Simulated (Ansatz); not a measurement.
# F₃H₄NO₂Si₂: up Jacob's ladder to CCSD(T)

The task here is to estimate one member of a computed series from the others.

Program: Ansatz 0.2.0, Gaussian basis. Level of theory: functionals in def2-TZVPP, the program's frozen cores in correlated methods. These are calculated values, not measurements.

Levels to be run: PBE-D4, r2SCAN-D4, PBE0-D4, B3LYP-D4, ωB97X-V, ωB97M-V, B2PLYP; CCSD(T)/def2-TZVPP; MP2/def2-QZVPP; extrapolation to the limit.

### The relaxed structure

The geometry comes from an earlier relaxation with PBE0-D4 in a triple-zeta def2 set; it is a stationary point, not always the lowest conformer.

12 atoms, charge 0, spin multiplicity 1.

Atoms are counted from 1 here; the program's logs count them from 0.

Bond lengths: O1–Si2 1.620 Å, O1–H9 0.960 Å, Si2–F3 1.593 Å, Si2–N4 1.720 Å, Si2–H10 1.470 Å, N4–Si5 1.687 Å, N4–H11 1.012 Å, Si5–O6 1.615 Å, Si5–F7 1.590 Å, Si5–F8 1.584 Å, O6–H12 0.958 Å. Angles: Si2–O1–H9 119.5°, O1–Si2–F3 112.6°, O1–Si2–N4 109.6°, O1–Si2–H10 107.7°, F3–Si2–N4 106.7°, F3–Si2–H10 106.1°, N4–Si2–H10 114.1°, Si2–N4–Si5 129.8°, Si2–N4–H11 116.0°, Si5–N4–H11 114.2°, N4–Si5–O6 108.5°, N4–Si5–F7 108.7°, N4–Si5–F8 114.4°, O6–Si5–F7 112.2°, O6–Si5–F8 109.3°, F7–Si5–F8 103.7°, Si5–O6–H12 119.1°.

Set-up of the first run:

in.yaml

```yaml
crystal:
  periodic: [false, false, false]
  atoms:
    - {symbol: O, position_ang: [1.460023, -0.027017, -1.771219]}
    - {symbol: Si, position_ang: [0.296322, 1.043362, -1.419151]}
    - {symbol: F, position_ang: [0.868423, 2.507335, -1.160396]}
    - {symbol: N, position_ang: [-0.511734, 0.565249, 0.021841]}
    - {symbol: Si, position_ang: [-0.359571, -0.849534, 0.927176]}
    - {symbol: O, position_ang: [-0.852997, -0.548522, 2.435513]}
    - {symbol: F, position_ang: [1.156494, -1.327428, 0.874746]}
    - {symbol: F, position_ang: [-1.163468, -2.086251, 0.349329]}
    - {symbol: H, position_ang: [1.993389, -0.394819, -1.062712]}
    - {symbol: H, position_ang: [-0.581161, 1.150591, -2.593048]}
    - {symbol: H, position_ang: [-1.151051, 1.242758, 0.416520]}
    - {symbol: H, position_ang: [-1.154671, -1.275715, 2.981400]}
basis:
  gaussian: {orbitals: def2-TZVPP}
hamiltonian: {xc: pbe, dispersion: d4}
output: {forces: true, orbitals: {seedname: orbitals}}
```

On the command line:

```console
$ ansatz run in.yaml --threads 2 --pin off --events-out ev --progress --plain --max-ram 31744MiB --backend cuda --devices 0, --max-vram 18GiB
```

Steps of the session up to this table: PBE-D4 (GGA); r2SCAN-D4 (meta-GGA); PBE0-D4 (hybrid); B3LYP-D4 (hybrid); ωB97X-V (range-separated); ωB97M-V (range-separated); B2PLYP (double hybrid); CCSD(T) in def2-TZVPP; MP2 in def2-QZVPP.

One table of the session follows, with a row left open; its other results are not shown here.

| method | atomisation energy (kcal/mol) |
| --- | --- |
| PBE-D4 | 1235.1 |
| r2SCAN-D4 | 1222.3 |
| PBE0-D4 | 1204.6 |
| B3LYP-D4 | 1214.0 |
| ωB97X-V | ? |
| ωB97M-V | 1227.0 |
| B2PLYP | 1209.0 |
| HF/def2-TZVPP | 876.0 |
| MP2/def2-TZVPP | 1235.2 |
| CCSD/def2-TZVPP | 1170.3 |
| CCSD(T)/def2-TZVPP | 1189.7 |
| MP2/CBS | 1277.5 |
| CCSD(T)/CBS | 1232.0 |

Estimate the missing values for ωB97X-V.

As computed: atomisation energy (kcal/mol): 1225.7. In the column «atomisation energy (kcal/mol)» it lies between r2SCAN-D4 (1222.3) and ωB97M-V (1227.0).
